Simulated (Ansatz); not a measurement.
# ClFGeH4OSi: ladder of methods at one geometry, by script

How do the methods compare on ClFGeH4OSi, in result and in cost? Wanted for ClFGeH4OSi: a ladder of methods at one geometry.

Program: Ansatz 0.2.0, driven from Python. The levels of theory stand in the script. These are calculated values, not measurements.

### 1 The structure

Bond lengths: O1–Ge2 1.766 Å, Ge2–F3 1.731 Å, Ge2–Si4 2.234 Å, Si4–Cl5 2.128 Å, O1–H6 1.061 Å, Ge2–H7 1.553 Å, Si4–H8 1.473 Å, Si4–H9 1.534 Å. Angles: O1–Ge2–F3 108.1°, O1–Ge2–Si4 111.1°, O1–Ge2–H7 109.1°, F3–Ge2–Si4 108.7°, F3–Ge2–H7 109.1°, Si4–Ge2–H7 110.7°, Ge2–O1–H6 104.0°, Ge2–Si4–Cl5 111.0°, Ge2–Si4–H8 110.8°, Ge2–Si4–H9 111.6°, Cl5–Si4–H8 107.2°, Cl5–Si4–H9 107.5°, H8–Si4–H9 108.7°.

The script holds or builds the structure itself.

### 2 The code

Contents of methods_clfgeh4osi.py:

```python
"""ClFGeH4OSi at several levels of theory."""

from pathlib import Path

import ansatz as az
import numpy as np

GEOMETRY = """
O     1.42650    1.48070    0.53060
Ge    1.02280   -0.12050   -0.09530
F     1.91680   -1.29410    0.80990
Si   -1.15820   -0.54800    0.13390
Cl   -2.32760    0.85300   -0.95970
H     0.84710    2.14230   -0.06380
H     1.44350   -0.20360   -1.58800
H    -1.48570   -1.88690   -0.38600
H    -1.59670   -0.46910    1.60130
"""

system = az.Crystal.molecule()
for line in GEOMETRY.strip().splitlines():
    symbol, *xyz = line.split()
    system = system.atom(symbol, [float(v) for v in xyz])

base = system.calculation().basis(gaussian="def2-SVP").scf(lower_state_search="light")

print("functional    E (Ha)        dipole (D)   HOMO (eV)  LUMO (eV)")
for name in ["r2scan0", "lda", "pbe", "b3lyp", "revpbe", "pbe0"]:
    r = base.functional(name).forces().orbitals().run(threads=1, runs_dir="runs").report
    lines = Path(r["orbitals_path"]).read_text().splitlines()
    field_of = lambda key: [line.split("=")[1].strip() for line in lines if line.startswith(key)]
    orbitals = [(27.211386 * float(e), s, float(n)) for e, s, n in zip(field_of("Ene="), field_of("Spin="), field_of("Occup="))]
    homo = max(e for e, _, n in orbitals if n > 0.5)
    lumo = min(e for e, _, n in orbitals if n < 0.5)
    dipole = 4.803205 * np.linalg.norm(r["charge_distribution"]["dipole_moment_e_ang"])
    print(f"{name:10s} {r['free_energy_ev'] / 27.211386246:14.6f} {dipole:9.3f} {homo:11.3f} {lumo:10.3f}")
```

### 3 The calls as engine input

The package turns the script's settings into the engine's input (first run):

```yaml
crystal:
  periodic: [false, false, false]
  atoms:
    - { symbol: O, position_ang: [1.4265, 1.4807, 0.5306] }
    - { symbol: Ge, position_ang: [1.0228, -0.1205, -0.0953] }
    - { symbol: F, position_ang: [1.9168, -1.2941, 0.8099] }
    - { symbol: Si, position_ang: [-1.1582, -0.548, 0.1339] }
    - { symbol: Cl, position_ang: [-2.3276, 0.853, -0.9597] }
    - { symbol: H, position_ang: [0.8471, 2.1423, -0.0638] }
    - { symbol: H, position_ang: [1.4435, -0.2036, -1.588] }
    - { symbol: H, position_ang: [-1.4857, -1.8869, -0.386] }
    - { symbol: H, position_ang: [-1.5967, -0.4691, 1.6013] }
basis:
  gaussian:
    orbitals: def2-SVP
hamiltonian:
  xc: r2scan0
scf:
  lower_state_search: light
output:
  orbitals: {}
  forces: true
```

### 4 Running it

Command:

```sh
$ python methods_clfgeh4osi.py
```

The log of the run:

```text
functional    E (Ha)        dipole (D)   HOMO (eV)  LUMO (eV)
r2scan0      -3003.426292     1.777      -8.489     -1.277
lda          -2996.610450     1.735      -6.812     -2.406
pbe          -3002.784017     1.572      -6.735     -2.165
b3lyp        -3003.692229     1.745      -7.946     -1.469
revpbe       -3003.247879     1.519      -6.709     -2.067
pbe0         -3002.905961     1.716      -8.228     -1.362
```

Wall time 37 s (1 thread of Intel Xeon Platinum 8259CL at 2.50GHz (Skylake/Cascade Lake), shared host); peak memory 0.37 GiB.

### 5 Inputs of later runs

The engine's inputs for some of the other runs:

Run 3, against run 1:

```diff
@@ -17 +17 @@
-  xc: r2scan0
+  xc: pbe
```

Run 5, against run 1:

```diff
@@ -17 +17 @@
-  xc: r2scan0
+  xc: revpbe
```

Run 6, against run 1:

```diff
@@ -17 +17 @@
-  xc: r2scan0
+  xc: pbe0
```

### 6 The engine's runs

From the records of these 6 runs:

| run | functional | energy (eV) | SCF cycles | CPU time (s) |
| --- | --- | --- | --- | --- |
| 1 | r2scan0 | -81727.3929 | 17 | 12 |
| 2 | lda | -81541.9244 | 19 | 2.7 |
| 3 | pbe | -81709.9157 | 17 | 3.7 |
| 4 | b3lyp | -81734.6294 | 17 | 7.1 |
| 5 | revpbe | -81722.5380 | 18 | 3.9 |
| 6 | pbe0 | -81713.2340 | 17 | 6.9 |

Totals under unlike functionals or potentials can't be compared directly.

The fields below are those of run 1.

### 7 The molecule's orbitals and density

The fields below are evaluated on a grid from the run's orbitals.

Frontier orbitals at r2SCAN0/def2-SVP, with the share of their density that lies nearest to each atom:

| orbital | energy (eV) | lies on |
| --- | --- | --- |
| HOMO-1 | -9.47 | Cl5 69 %; H8, H9 about 13 % each |
| HOMO | -8.49 | O1 27 %; H7 16 %; Si4 15 % |
| LUMO | -1.28 | Si4 28 %; Cl5 16 %; Ge2 16 % |

ELF in a plane through or near 3 of the atoms.

Ten even steps from ' ' (0.00) to '@' (0.95):
```
                                                        
                                                        
                                                        
                                ..::------::..          
              ..**####::      ..--++******++--..        
            ..++@@@@@@##..    ..==**######**++::        
          ::--**@@@@@@**..    ..--++**####**++::        
        ::++##%%##%%%%--..      ::========--::..        
      ..==##@@@@==**%%==::::====::::--==::..            
        ::**##%%%%%%++::--++%%++..::..::--::            
          ::------::..::::==@@##  ==....==--..          
                ..........==%%##::....--==--..          
              ::++****--::::----::::--==--::..          
            --++%%%%##%%++::      ..::::--::..          
          ..--**@@==--%%##==          ......            
            ..--**##%%##++--                            
              ..::--==--::                              
                                                        
                                                        
                                                        
```
The map spans 9.3 Å across and 9.2 Å up, centred on the molecule. Atoms in the plane (x, y in Å): O1 (-1.8, 0.8), F3 (-1.3, -2.0), H6 (-1.5, 1.7).

log10 of the density (e/Å³) in the same plane.

Ten even steps from ' ' (-4.0) to '@' (1.4):
```
                                                        
                                                        
                              ....::::::::::..          
            ....::::::........::----======----::..      
          ..::--======--::::::--====++++++====--::..    
      ..::--==++******++==----==++++****++++++==--..    
      ::--==++**######++========++++******++++==--::    
    ..--==++**##%%%%##**++====++++++****++++++==--::    
    ..--==**##%%@@%%##****++++++********++++==--::::    
    ..::==++**########************%%##****++==--::::    
    ..::--==++****########******##%%##****++==----::..  
      ..::--==++****######****************++==--::::..  
        ..--==++**######****++++++++++++++====--::..    
        ..--++**%%%%@@%%**++================--::::..    
        ..--++**%%@@@@%%##++==----------------::..      
          ::==++**####**++++--::::::::::::::....        
          ..--==++++++++==--::............              
            ..::--------::..                            
                                                        
                                                        
```
The map spans 9.3 Å across and 9.2 Å up, centred on the molecule. Atoms in the plane (x, y in Å): O1 (-1.8, 0.8), F3 (-1.3, -2.0), H6 (-1.5, 1.7).

On the surface of density 0.002 e/bohr³ the electrostatic potential runs, from the 1st to the 99th percentile, from -1.34 V near O1 to 2.56 V near H6.

### 8 Summary of results

| quantity | value |
| --- | --- |
| runs compared | 6 |
| HOMO-LUMO gap of the mean field (r2SCAN0/def2-SVP) | 7.21 eV |

What this shows: All 6 runs converged (17 to 19 cycles). Caveats:
- The geometry is a force-field or estimated start, not a minimum of this method, and the basis set is short of its limit. A lower total doesn't mark the better method: functionals have no common bound, and MP2 and coupled cluster aren't variational.
- b3lyp holds the VWN-RPA fit, as in Gaussian; the form of ORCA and Turbomole is b3lyp5.
- Levels such as HOMO and LUMO are orbital energies: with these approximate functionals they aren't the ionisation energy and electron affinity, and their gap isn't the fundamental gap.
